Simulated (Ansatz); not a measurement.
Run this with Ansatz's Python interface and show what comes out.

Input file `c.xyz`:
```text
8
Lattice="-2.42171985 2.42171985 2.42171985 2.42171985 -2.42171985 2.42171985 2.42171985 2.42171985 -2.42171985" Properties=species:S:1:pos:R:3 pbc="T T T"
C    -0.78780232    0.78780232    0.78780232
C     1.63391753    1.63391753    1.63391753
C     0.78780232   -0.78780232    0.78780232
C     0.78780232    0.78780232   -0.78780232
C     1.63391753   -1.63391753    1.63391753
C     0.78780232    0.78780232    0.78780232
C    -1.63391753    1.63391753    1.63391753
C     1.63391753    1.63391753   -1.63391753
```

`run_vcrelax.py`:
```python
import warnings

import ansatz as az
from ase import Atoms
from ase.data import atomic_numbers
from ase.io import write
from ase.neighborlist import neighbor_list
import numpy as np
import spglib

params = {
    "cutoff": 510,
    "kmesh": (8, 8, 8),
    "sigma": 0.1,
}

def edges_and_angles(cell):
    cell = np.asarray(cell)
    a, b, c = np.linalg.norm(cell, axis=1)
    cosines = cell[1] @ cell[2] / (b * c), cell[0] @ cell[2] / (a * c), cell[0] @ cell[1] / (a * b)
    return (a, b, c, *np.degrees(np.arccos(cosines)))


def main() -> None:
    warnings.simplefilter("ignore", az.DeckWarning)

    structure = az.Crystal.from_extxyz("c.xyz")

    calculation = (
        structure.calculation()
        .functional(az.Functional.LDA)
        .basis(params["cutoff"])
        .kpoints(*params["kmesh"])
        .occupations(az.OccupationsMethod.FERMI_DIRAC, width=params["sigma"])
        .relax(fix_cell=["c", "angles"])
    )
    steps = []


    def collect(event):
        if event["event"] == "relax_step":
            steps.append(event["data"])


    result = calculation.session().plan().execute(on_event=collect)
    data = result.report
    print("step   energy (eV)     max comp. (eV/A)   P (GPa)  SCF")
    for s in steps:
        print(f"{s['step']:4d} {s['lagrangian_ev']:15.5f} {s['allowed_force_max_ev_ang']:12.4f} {s['pressure_gpa']:10.3f} {s['n_scf']:5d}")

    first, last = steps[0], steps[-1]
    symbols = [site.symbol for site in result.lattice.sites]
    print(f"energy gained {first['lagrangian_ev'] - last['lagrangian_ev']:.4f} eV in {len(steps) - 1} steps")
    for label, vectors in (("before", first["cell_ang"]), ("after", result.lattice.cell_ang)):
        print(label, "a b c (A) {:.4f} {:.4f} {:.4f}  angles {:.2f} {:.2f} {:.2f}".format(*edges_and_angles(vectors)), f" V = {abs(np.linalg.det(vectors)):.3f} A^3")
    print("final stress xx yy zz (GPa, compression positive):", np.round(np.diag(data["stress_gpa"]), 3) + 0.0)

    final = Atoms(symbols, positions=last["positions_ang"], cell=result.lattice.cell_ang, pbc=True)
    i, j, d = neighbor_list("ijd", final, 4.5)
    print("neighbours within 1.1 times the shortest distance of each atom (A)")
    for atom in range(len(final)):
        near = [m for m in np.argsort(d) if i[m] == atom]
        shell = [m for m in near if d[m] < 1.1 * d[near[0]]]
        print(f"{symbols[atom]}{atom} ({len(shell)}):", ", ".join(f"{symbols[j[m]]} {d[m]:.3f}" for m in shell))

    relaxed = Atoms(symbols, positions=[site.position_ang for site in result.lattice.sites], cell=result.lattice.cell_ang, pbc=True)
    write("relaxed.vasp", relaxed, format="vasp")

    print("atom   start x y z (A)              end x y z (A)")
    for symbol, a, b in zip(symbols, first["positions_ang"], last["positions_ang"]):
        print(f"{symbol:3s}", " ".join(f"{v:8.4f}" for v in a), "  ", " ".join(f"{v:8.4f}" for v in b))

    fractions = [site.position_frac for site in result.lattice.sites]
    numbers = [atomic_numbers[s] for s in symbols]
    for tolerance in (1e-3, 1e-2, 1e-1):
        print(f"space group at {tolerance} A:", spglib.get_spacegroup((result.lattice.cell_ang, fractions, numbers), symprec=tolerance))

    print(f"free energy      {data['free_energy_ev']:.5f} eV")
    print(f"per atom         {data['free_energy_ev'] / len(result.lattice.sites):.5f} eV")
    print(f"SCF iterations   {data['n_iterations']}  (converged: {data['converged']})")


if __name__ == "__main__":
    main()
```

```console
$ python run_vcrelax.py
step   energy (eV)     max comp. (eV/A)   P (GPa)  SCF
   1     -1938.24838       0.0028     -4.589     6
   2     -1938.25574       0.0252     -2.452     4
   3     -1938.25683       0.0065     -1.245     4
   4     -1938.25675       0.0067     -1.249     5
energy gained 0.0084 eV in 3 steps
before a b c (A) 4.1945 4.1945 4.1945  angles 109.47 109.47 109.47  V = 56.811 A^3
after a b c (A) 4.1730 4.1730 4.1945  angles 109.47 109.47 109.47  V = 56.229 A^3
final stress xx yy zz (GPa, compression positive): [-1.492 -1.492 -0.764]
neighbours within 1.1 times the shortest distance of each atom (A)
C0 (4): C 1.457, C 1.570, C 1.571, C 1.571
C1 (4): C 1.459, C 1.570, C 1.571, C 1.571
C2 (4): C 1.457, C 1.570, C 1.571, C 1.571
C3 (4): C 1.464, C 1.570, C 1.571, C 1.571
C4 (4): C 1.457, C 1.570, C 1.571, C 1.571
C5 (4): C 1.459, C 1.570, C 1.571, C 1.571
C6 (4): C 1.457, C 1.570, C 1.571, C 1.571
C7 (4): C 1.464, C 1.570, C 1.571, C 1.571
atom   start x y z (A)              end x y z (A)
C    -0.7878   0.7878   0.7878     -0.7845   0.7825   0.7849
C     1.6339   1.6339   1.6339      1.6320   1.6320   1.6201
C     0.7878  -0.7878   0.7878      0.7825  -0.7845   0.7849
C     0.7878   0.7878  -0.7878      0.7889   0.7889  -0.7873
C     1.6339  -1.6339   1.6339      1.6237  -1.6279   1.6244
C     0.7878   0.7878   0.7878      0.7867   0.7867   0.7830
C    -1.6339   1.6339   1.6339     -1.6279   1.6237   1.6244
C     1.6339   1.6339  -1.6339      1.6359   1.6359  -1.6282
space group at 0.001 A: C2/m (12)
space group at 0.01 A: C2/m (12)
space group at 0.1 A: Im-3m (229)
free energy      -1938.25675 eV
per atom         -242.28209 eV
SCF iterations   5  (converged: True)
```

`relaxed.vasp`, as written:
```text
C
 1.0000000000000000
    -2.4123903589536781    2.4061920285863576    2.4092872071897284
     2.4061920285863576   -2.4123903589536781    2.4092872071897284
     2.4248309955030680    2.4248309955030680   -2.4154855375570490
 C
   8
Cartesian
 -0.7845046634909800  0.7824601667217851  0.7849262514959545
  1.6319599031389254  1.6319599031389254  1.6201178231098925
  0.7824601667217851 -0.7845046634909800  0.7849262514959545
  0.7889036030284007  0.7889036030284007 -0.7872512848275344
  1.6237318618645724 -1.6278856954626979  1.6243609556937739
  0.7866727619968222  0.7866727619968222  0.7829710537125154
 -1.6278856954626979  1.6237318618645724  1.6243609556937739
  1.6359273924746673  1.6359273924746673 -1.6282342527295144
```

Total energies depend on the potentials; only differences at equal settings carry meaning. Part of the cell is held or a pressure is applied, so the end point needn't be the zero-pressure lattice. Energies along a relaxation are free energies. Rows at an unchanged volume are solved on a plane-wave basis chosen afresh for that cell, so the energy jumps there and such rows are no steps of the walk. Edges and angles are those of the cell as typed, here a primitive one, not of the conventional cell. The cell relaxed to the group R-3m; tensors and edges are in the axes of the typed cell. An opening on this mesh may only mean that it misses a point where bands touch. This isn't the structure that C takes at ambient conditions. The script silences the warnings on its input, which a real study should read. Wall time of the script: 16 s on 1 thread of AMD EPYC 9R45 96-Core Processor (Zen 5), with other jobs on the host, peak memory 0.63 GiB.
